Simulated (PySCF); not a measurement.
# CH7BN2: the cost of one run

The runs use PySCF 2.14.0, with density-fitted response routines of our own; the level of theory stands in each step. All values are computed, except where a source is named. Atoms count from 0, in the outputs and in this text.

### 1 The starting structure

11 atoms, charge 0, multiplicity 1; geometry from: PBE0-D3(BJ)/def2-SVP.

Bonds of the start (Å): C0–B1 1.59, B1–N2 1.42, B1–N3 1.42, C0–H4 1.10, C0–H5 1.10, C0–H6 1.10, N2–H7 1.01, N2–H8 1.01, N3–H9 1.01, N3–H10 1.01.

### 2 Shielding tensors: HF/pcSseg-2

The job: settings as JSON, then the geometry in Å.

```
{"job": {"kind": "nmr", "xc": "HF", "basis": "pcSseg-2", "pop": false}, "charge": 0, "multiplicity": 1}
C     -1.094112    -0.834129    -0.083525
B      0.168020     0.127628     0.000710
N      1.419571    -0.400042     0.411127
N      0.032264     1.502349    -0.317717
H     -1.416860    -1.137586     0.926759
H     -0.859753    -1.761229    -0.631962
H     -1.960416    -0.367775    -0.577658
H      2.265185     0.145016     0.500821
H      1.544297    -1.375134     0.637712
H     -0.845513     1.901557    -0.613699
H      0.785016     2.174275    -0.269107
```

With the program's defaults for keys left out, this is: GIAO HF/pcSseg-2 NMR shielding, non-relativistic, gas phase.

The run is started by

```
$ OMP_NUM_THREADS=1 python probes_run.py task.json out
```

The driver reads the jobs from task.json and runs them one after another.

**Question.** How long does this first job take on 1 thread of Arm Neoverse N1, shared host, and how much memory does it need?

About 15 s, with a peak of 1 GiB.
